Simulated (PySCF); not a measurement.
**AsOH₂: structure of the doublet**

The task is one start of a wider search on AsOH₂: the doublet, from a trigonal pyramidal start. It is relaxed, tested by its Hessian and followed downhill if it is a saddle.

Method: PBE0, basis As def2-TZVP, O def2-TZVP, H def2-TZVP, no relativity, density fitting; program: PySCF 2.14.0.

## Step 1: The starting structure

4 atoms, charge 0, spin multiplicity 2.

Bond lengths: As1–O2 1.710 Å, As1–H3 1.530 Å, As1–H4 1.530 Å. Angles: O2–As1–H3 99.8°, O2–As1–H4 99.8°, H3–As1–H4 99.8°.

Coordinates in bohr (charge 0 multiplicity 2):
```
As   -0.0469    0.5449    0.0000
O     0.0000   -2.6862    0.0000
H     1.7435    1.0607   -2.2108
H     1.7435    1.0607    2.2109
```

## Step 2: First SCF at the start

One driver script runs all steps and calls PySCF; scf.py shows how it sets up the SCF of each step. The optimiser is the driver's own. After this first run the driver tries any further starts and a stability analysis.

Contents of scf.py:

```python
from pyscf import gto, scf, dft
mol = gto.M(atom='''
As    -0.024820     0.288370     0.000000
O      0.000000    -1.421480    -0.000010
H      0.922630     0.561300    -1.169930
H      0.922640     0.561310     1.169940''',
    basis={'As': 'def2-TZVP', 'O': 'def2-TZVP', 'H': 'def2-TZVP'},
    charge=0, spin=1)
mf = dft.UKS(mol, xc='PBE0')
mf.grids.atom_grid = (50, 194)
aux = {'As': 'def2-universal-JKFIT', 'O': 'def2-universal-JKFIT', 'H': 'def2-universal-JKFIT'}
mf = mf.density_fit(auxbasis=aux)
mf.conv_tol = 1e-08
mf.diis_space = 10
mf.max_cycle = 60
mf.init_guess = 'minao'
mf.verbose = 4
mf.kernel()
```

The run is started by

```bash
OMP_NUM_THREADS=4 python axn.py task.json out
```

Further steps of the session: Relaxing the doublet from the trigonal pyramidal start; Is it a minimum? Harmonic modes.

**Question.** What will these runs give? Wanted: minimum; geometry; wavenumbers; dipole moment; highest occupied, lowest empty level; polar-tensor charge of As1; zero-point energy; atomisation energy; ⟨S²⟩.

The runs gave:

| quantity | value |
| --- | --- |
| minimum | doublet, Cs |
| geometry | As–H 1.526 Å (×2), As–O 1.669 Å; H–As–H 100.0°, H–As–O 107.5° (×2) |
| wavenumbers (cm⁻¹) | 534 (a'), 725 (a''), 872 (a'), 979 (a'), 2150 (a'), 2186 (a'') |
| dipole moment | 2.94 D |
| highest occupied, lowest empty level (either spin) | -7.62, -3.88 eV |
| polar-tensor charge of As1 | +0.47 e |
| zero-point energy | 44.5 kJ/mol |
| entropy at 298.15 K | 260.9 J/(mol K) |
| atomisation energy (no zero-point energy) | 917 kJ/mol |
| ⟨S²⟩ | 0.759 |

What this shows: The molecule stays Cs, as typed, and the end point is a minimum. The strongest infrared band lies at 2186 cm⁻¹ (a'', stretch). Most of the spin sits on O2 (Mulliken spin 0.58, against 1 for the whole molecule). Only this shape and spin were tried, so other structures or states may lie lower.
